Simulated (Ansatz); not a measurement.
# Sr started on a Ba site in perovskite BaZrO3, 20 atoms, charge 0

Aim: a base single point, then the same cell under other settings, to see what each one moves.

Method: density functional theory in Ansatz 0.2.0, PAW datasets, plane waves.

## (1) The starting cell

20 atoms (3 Ba, 1 Sr, 4 Zr, 12 O); a = 8.362 Å, b = 8.362 Å, c = 4.181 Å, α = 90.00°, β = 90.00°, γ = 90.00°. All atoms were shaken off their sites by about 0.10 Å along each axis. Defect site 1: (0.500, 0.500, 0.000).

As a file:

```xyz
20
Lattice="8.3620 0.0000 0.0000 0.0000 8.3620 0.0000 0.0000 0.0000 4.1810" Properties=species:S:1:pos:R:3 pbc="T T T"
Ba    0.0240    0.0319    4.0229
Ba    0.0457    4.4098    0.0125
Ba    4.3553    8.2966    0.1635
Sr    4.1675    4.1309    0.0069
Zr    1.8575    2.1209    2.1868
Zr    2.0976    6.3836    2.1765
Zr    6.1992    1.9844    2.1835
Zr    6.2524    6.2704    1.9867
O     2.1229    1.8615    0.0519
O     2.0762    6.2130    4.0388
O     6.2930    2.0380    0.0202
O     6.1708    6.3114    0.0950
O     8.3246    2.0320    2.3207
O     8.3568    6.2616    1.9773
O     4.0630    2.0786    2.0619
O     4.1758    6.2622    2.2307
O     2.2301    8.2841    2.0796
O     2.0864    4.1826    2.1629
O     6.3554    8.2852    2.2139
O     6.1457    4.1859    2.0474
```

## (2) PBEsol single point

in.yaml

```yaml
crystal:
  lattice:
    - [8.361961, 0.000000, 0.000000]
    - [0.000000, 8.361961, 0.000000]
    - [0.000000, 0.000000, 4.180980]
  atoms:
    - { symbol: Ba, position: [0.002874, 0.003819, 0.962187] }
    - { symbol: Ba, position: [0.005462, 0.527359, 0.002980] }
    - { symbol: Ba, position: [0.520842, 0.992179, 0.039116] }
    - { symbol: Sr, position: [0.498392, 0.494012, 0.001646] }
    - { symbol: Zr, position: [0.222135, 0.253633, 0.523042] }
    - { symbol: Zr, position: [0.250852, 0.763411, 0.520565] }
    - { symbol: Zr, position: [0.741353, 0.237311, 0.522244] }
    - { symbol: Zr, position: [0.747716, 0.749871, 0.475167] }
    - { symbol: O, position: [0.253876, 0.222611, 0.012418] }
    - { symbol: O, position: [0.248297, 0.743010, 0.965988] }
    - { symbol: O, position: [0.752577, 0.243725, 0.004826] }
    - { symbol: O, position: [0.737961, 0.754781, 0.022719] }
    - { symbol: O, position: [0.995538, 0.243004, 0.555053] }
    - { symbol: O, position: [0.999380, 0.748824, 0.472921] }
    - { symbol: O, position: [0.485891, 0.248575, 0.493152] }
    - { symbol: O, position: [0.499377, 0.748890, 0.533538] }
    - { symbol: O, position: [0.266691, 0.990687, 0.497397] }
    - { symbol: O, position: [0.249505, 0.500196, 0.517326] }
    - { symbol: O, position: [0.760035, 0.990819, 0.529523] }
    - { symbol: O, position: [0.734960, 0.500587, 0.489687] }
kpoints:
  mp_grid: { grid: [2, 2, 2], shift: [0.5, 0.5, 0.5] }
hamiltonian:
  xc: pbesol
scf:
  occupations: { method: fermi_dirac, width: 0.01 }
output:
  forces: true
  eigenvalues: true
  stress: true
  populations: true
```

Command:

```
$ ansatz run in.yaml --threads 8 --pin off --max-ram 13300MiB --runs-dir r --events-out ev --progress --plain
```

## (3) Changed settings: xc grid 2, functional Hartree–Fock

Changes to in.yaml since step 2:

```diff
@@ -28,6 +28,8 @@
   mp_grid: { grid: [2, 2, 2], shift: [0.5, 0.5, 0.5] }
+basis: { xc_grid: 2 }
 hamiltonian:
-  xc: pbesol
+  xc: hf
 scf:
   occupations: { method: fermi_dirac, width: 0.01 }
+  max_iter: 100
 output:
@@ -36,2 +38 @@
   stress: true
-  populations: true
```

## (4) Run again with xc grid 3

Changes to in.yaml since step 3:

```diff
@@ -28,8 +28,8 @@
   mp_grid: { grid: [2, 2, 2], shift: [0.5, 0.5, 0.5] }
-basis: { xc_grid: 2 }
+basis: { xc_grid: 3 }
 hamiltonian:
-  xc: hf
+  xc: pbesol
 scf:
   occupations: { method: fermi_dirac, width: 0.01 }
-  max_iter: 100
+  max_iter: 50
 output:
```

## (5) Changed settings: dispersion D4

Changes to in.yaml since step 4:

```diff
@@ -28,8 +28,8 @@
   mp_grid: { grid: [2, 2, 2], shift: [0.5, 0.5, 0.5] }
-basis: { xc_grid: 3 }
 hamiltonian:
   xc: pbesol
+  dispersion: d4
 scf:
   occupations: { method: fermi_dirac, width: 0.01 }
-  max_iter: 50
+  max_iter: 80
 output:
```

## (6) Variant: starting moment 1 μB

Changes to in.yaml since step 5:

```diff
@@ -30,6 +30,8 @@
   xc: pbesol
-  dispersion: d4
+magnetization:
+  spin_polarized: true
+  initial_magnetization: 1
 scf:
   occupations: { method: fermi_dirac, width: 0.01 }
-  max_iter: 80
+  max_iter: 100
 output:
```

Before running it: what results should come out? Wanted: for each run, settings; status; energy from base; forces from base.

**Answer**, as computed:

| settings | status | cycles | time | energy from base (meV/atom) | forces from base (eV/Å rms) | filled to empty level on the mesh (eV) |
| --- | --- | --- | --- | --- | --- | --- |
| base | converged | 9 | 3.9 s (8 CPU threads) | 0 | 0 | 3.93 |
| xc grid 2, functional Hartree–Fock | converged | 24 | 86 s (8 CPU threads) | - | 0.310 | 14.07 |
| xc grid 3 | converged | 9 | 3 s (8 CPU threads) | 0.0 | 0.000 | 3.93 |
| dispersion D4 | converged | 9 | 3 s (8 CPU threads) | - | 0.006 | 3.93 |
| starting moment 1 μB | converged | 12 | 8.3 s (8 CPU threads) | 0.0 | 0.000 | 3.93 |

**What this shows.** Among these variants the forces move most with xc grid 2, functional Hartree–Fock (0.310 eV/Å rms).
